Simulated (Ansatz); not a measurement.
# GaP2H (singlet): from Hartree-Fock to the top rungs at a displaced geometry (v1), cc-pVDZ

The task here is to estimate one member of a computed series from the others.

Program: Ansatz 0.2.0, Gaussian basis. Level of theory: cc-pVDZ, core rule «outside noble gas», up to 24 orbitals frozen. These are calculated values, not measurements.

The runs, in order: UHF; CCSD(T) on RHF; CCSD(T) on UHF; BCCD(T) on RHF; CISD; CCSDT(Q) on RHF; CCSDT(Q) on UHF.

23 further runs of the same task are left out: 5 for a known fault of the program, 7 that didn't finish, 11 set aside as unsound or not needed.

### The geometry

The geometry is a PBE0/def2-TZVP stationary point (not a proven minimum) with its atoms shifted at random (size 0.040 Å). No spin-orbit coupling is included. The filled d shell of Ga may be among the frozen orbitals whatever the setting's name suggests; the logs give the count.

4 atoms, charge 0, spin multiplicity 1.

Atoms are counted from 1 here; the program's logs count them from 0.

Bond lengths: Ga1–P2 2.532 Å, Ga1–P3 2.636 Å, P2–P3 1.959 Å, P3–H4 1.417 Å. Angles: P2–Ga1–P3 44.5°, Ga1–P2–P3 70.6°, Ga1–P3–P2 64.9°, Ga1–P3–H4 173.0°, P2–P3–H4 110.2°.

Coordinates:

```mol
GaHP2
  3D, bonds by distance, orders not assigned

  4  4  0  0  0  0  0  0  0  0999 V2000
   -0.0104   -0.0827    1.1427 Ga  0  0
   -0.0112    1.0819   -1.1058 P   0  0
    0.0367   -0.8579   -1.3767 P   0  0
   -0.0660   -1.1626   -2.7563 H   0  0
  1  2  8  0
  1  3  8  0
  2  3  8  0
  3  4  8  0
M  END
```

Set-up of the first run:

The input, in.yaml:

```yaml
crystal:
  periodic: [false, false, false]
  atoms:
    - {symbol: Ga, position_ang: [-0.010385, -0.082718, 1.142671]}
    - {symbol: P, position_ang: [-0.011219, 1.081922, -1.105801]}
    - {symbol: P, position_ang: [0.036745, -0.857888, -1.376695]}
    - {symbol: H, position_ang: [-0.066031, -1.162566, -2.756318]}
basis:
  gaussian: {orbitals: cc-pVDZ}
magnetization: {spin_polarized: true, initial_magnetization: 0}
hamiltonian: {xc: hf}
output: {orbitals: {seedname: orbitals}}
```

Launch:

```bash
$ ansatz run in.yaml --threads 1 --pin off --events-out ev --progress --plain --max-ram 2393MiB
```

Steps of the session up to this table: UHF; CCSD(T) on RHF; CCSD(T) on UHF; BCCD(T) on RHF; CISD; CCSDT(Q) on RHF; CCSDT(Q) on UHF.

One table of the session follows, with a row left open; its other results are not shown here.

It belongs to the step «Misses and costs». 

| method | from RCCSDT(Q) (meV) |
| --- | --- |
| RHF | +8977.0 |
| UHF | ? |
| RMP2 | +1435.5 |
| RCCSD | +484.3 |
| RCCSD(T) | +70.1 |
| BCCD(T) | +67.3 |
| RCCSDT | +41.4 |
| RCCSDT(Q) | 0 |

Q: Estimate the row for UHF from the others.

As computed: from RCCSDT(Q) (meV): +8962.3. In the column «from RCCSDT(Q) (meV)» it lies between RMP2 (+1435.5) and RHF (+8977.0).

Not comparable, so not listed: CCSD(T) on UHF; CCSDT(Q) on UHF (they don't share determinant, frozen orbitals or solution with the rows shown, or repeat one).

Caveats from the session: Warnings: restricted reference is unstable; spin contamination.
